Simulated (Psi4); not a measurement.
# BH2O2F (SMILES OB(O)F): CEPA(0)/pcseg-0

Aim: the energy difference between two shapes of BH2O2F at CEPA(0)/pcseg-0, from 2 runs. 

The calculation is run with Psi4 1.11.

2 further runs of the same task are left out: 2 set aside as unsound or not needed.

## 1. The system as given

BH2O2F: 6 atoms, total charge 0, spin state singlet. SMILES: `OB(O)F`. The shape is that of a PBE0-D4/def2-TZVP optimisation. This is one conformer, not always the lowest.

Bond lengths: O1–B2 1.360 Å, B2–O3 1.352 Å, B2–F4 1.333 Å, O1–H5 0.960 Å, O3–H6 0.960 Å. Angles: O1–B2–O3 121.6°, O1–B2–F4 120.5°, O3–B2–F4 117.9°, B2–O1–H5 113.1°, B2–O3–H6 112.5°.

## 2. A single-point energy at CEPA(0)/pcseg-0

The input, job.inp:

```
memory 1600 mb

molecule geom {
  O     -0.477500     0.971000    -0.208400
  B     -0.023800    -0.307500    -0.106500
  O      0.989400    -0.635200     0.726100
  F     -0.573100    -1.280600    -0.833200
  H     -1.198900     1.066100    -0.834300
  H      1.326000     0.122200     1.210000
  symmetry c1
}

set {
  scf_type direct
  freeze_core true
}

e_tot = energy("cepa(0)/pcseg-0")
print_variables()
```

Started as:

```sh
$ psi4 job.inp job.out -n 1
```

job.out:

```text
[...]
  Running in c1 symmetry.
[...]
  Nuclear repulsion =  114.498553170056496
[...]
  Multiplicity = 1
[...]
  Nalpha       = 16
  Nbeta        = 16
[...]
    Number of basis functions: 40
[...]
   @DF-RHF iter   1:  -274.25644570896992   -8.73800e-01   1.38826e-02 ADIIS/DIIS
[...]
   @RHF iter  17:  -274.37637847060898   -4.54747e-13   3.15797e-09 DIIS
[...]
    Orbital Energies [Eh]
    ---------------------
    Doubly Occupied:
       1A    -26.304915     2A    -20.600144     3A    -20.586747
       4A     -7.745913     5A     -1.614112     6A     -1.412446
       7A     -1.376883     8A     -0.804527     9A     -0.776912
      10A     -0.739903    11A     -0.690192    12A     -0.651111
      13A     -0.580391    14A     -0.579680    15A     -0.571452
      16A     -0.525952
[...]
  @RHF Final Energy:  -274.37637847060898
   => Energetics <=
    Nuclear Repulsion Energy =            114.4985531700564962
    One-Electron Energy =                -606.6273036383026920
    Two-Electron Energy =                 217.7523719976372263
    Total Energy =                       -274.3763784706089837
[...]
 Multipole Moments:
 ------------------------------------------------------------------------------------
     Multipole            Electronic (a.u.)      Nuclear  (a.u.)        Total (a.u.)
 ------------------------------------------------------------------------------------
 L = 1.  Multiply by 2.5417464519 to convert [e a0] to [Debye]
 Dipole X            :         -0.9626119            0.6843937           -0.2782182
 Dipole Y            :         -1.6842419            2.6128007            0.9285588
 Dipole Z            :         -1.2687320            1.2406379           -0.0280940
 Magnitude           :                                                    0.9697506
[...]
      * SCS-MP2 total energy:                 -274.779868818910
[...]
      * MP2 total energy:                     -274.790831864132
[...]
```

It took 2.3 s on 1 thread of AMD EPYC 9R45 (Zen 5), shared host; peak memory 0.2 GiB.

## 3. The distorted shape

The input, bfh2o2.sdf:

```

     RDKit          3D

  6  5  0  0  0  0  0  0  0  0999 V2000
   -0.4792    0.9417   -0.1790 O   0  0  0  0  0  0  0  0  0  0  0  0
   -0.0724   -0.3255   -0.0755 B   0  0  0  0  0  0  0  0  0  0  0  0
    0.9754   -0.6614    0.7001 O   0  0  0  0  0  0  0  0  0  0  0  0
   -0.6000   -1.2445   -0.8357 F   0  0  0  0  0  0  0  0  0  0  0  0
   -1.1942    1.0561   -0.8144 H   0  0  0  0  0  0  0  0  0  0  0  0
    1.3396    0.1448    1.1881 H   0  0  0  0  0  0  0  0  0  0  0  0
  2  1  1  0
  3  2  1  0
  4  2  1  0
  5  1  1  0
  6  3  1  0
M  END
$$$$
```

The input, bfh2o2_ase.py:

```python
import numpy as np
from ase.calculators.psi4 import Psi4
from ase.io import read

atoms = read('bfh2o2.sdf')
calc = Psi4(atoms=atoms, method='cepa(0)', basis='pcseg-0', memory='1600MB', num_threads=1, charge=0, multiplicity=1, label='psi4-calc')
calc.psi4.set_options({'scf_type': 'direct', 'freeze_core': True})
atoms.calc = calc

print(f'energy: {atoms.get_potential_energy():.6f} eV')
```

Started as:

```sh
$ python bfh2o2_ase.py
```

psi4-calc.dat:

```text
[...]
  Running in c1 symmetry.
[...]
  Nuclear repulsion =  115.837702557903370
[...]
  Multiplicity = 1
[...]
  Nalpha       = 16
  Nbeta        = 16
[...]
    Number of basis functions: 40
[...]
   @DF-RHF iter   1:  -274.24815042721860   -8.18487e-01   1.38581e-02 ADIIS/DIIS
[...]
   @RHF iter  17:  -274.36841335218486   -5.11591e-13   2.80904e-09 DIIS
[...]
    Orbital Energies [Eh]
    ---------------------
    Doubly Occupied:
       1A    -26.308174     2A    -20.598790     3A    -20.585587
       4A     -7.737708     5A     -1.627181     6A     -1.414549
       7A     -1.367365     8A     -0.800234     9A     -0.780235
      10A     -0.742783    11A     -0.698988    12A     -0.649921
      13A     -0.582316    14A     -0.580420    15A     -0.565437
      16A     -0.522160
[...]
  @RHF Final Energy:  -274.36841335218486
   => Energetics <=
    Nuclear Repulsion Energy =            115.8377025579033699
    One-Electron Energy =                -609.2885387334316647
    Two-Electron Energy =                 219.0824228233434496
    Total Energy =                       -274.3684133521848594
[...]
 Multipole Moments:
 ------------------------------------------------------------------------------------
     Multipole            Electronic (a.u.)      Nuclear  (a.u.)        Total (a.u.)
 ------------------------------------------------------------------------------------
 L = 1.  Multiply by 2.5417464519 to convert [e a0] to [Debye]
 Dipole X            :         -1.1168535            0.7729489           -0.3439046
 Dipole Y            :         -1.6708621            2.6073815            0.9365194
 Dipole Z            :         -1.1940099            1.2116418            0.0176319
 Magnitude           :                                                    0.9978225
[...]
      * SCS-MP2 total energy:                 -274.771969677813
[...]
      * MP2 total energy:                     -274.782878433846
[...]
```

On the terminal:

```text
energy: -7477.487277 eV
```

Run time: 2.2 s. Hardware: 1 thread of AMD EPYC 9R45 (Zen 5), shared host; peak memory 0.21 GiB.

## 4. What came out

Level: CEPA(0)/pcseg-0, 4 core orbitals frozen.

```
                                                    quantity          value
                                   first shape: total energy  -274.80037 Eh
            first shape: HOMO energy (Hartree–Fock orbitals)      -14.31 eV
            first shape: LUMO energy (Hartree–Fock orbitals)        4.71 eV
          first shape: HOMO–LUMO gap (Hartree–Fock orbitals)       19.02 eV
    first shape: correlation energy (4 core orbitals frozen)     -424.0 mEh
                               distorted shape: total energy  -274.79259 Eh
        distorted shape: HOMO energy (Hartree–Fock orbitals)      -14.21 eV
        distorted shape: LUMO energy (Hartree–Fock orbitals)        4.62 eV
      distorted shape: HOMO–LUMO gap (Hartree–Fock orbitals)       18.83 eV
distorted shape: correlation energy (4 core orbitals frozen)     -424.2 mEh
                      energy change with the atoms displaced       0.212 eV
```

With the atoms displaced the energy rises by 0.21 eV (20.4 kJ/mol). The first shape isn't relaxed at this level, so the change isn't measured from a minimum.
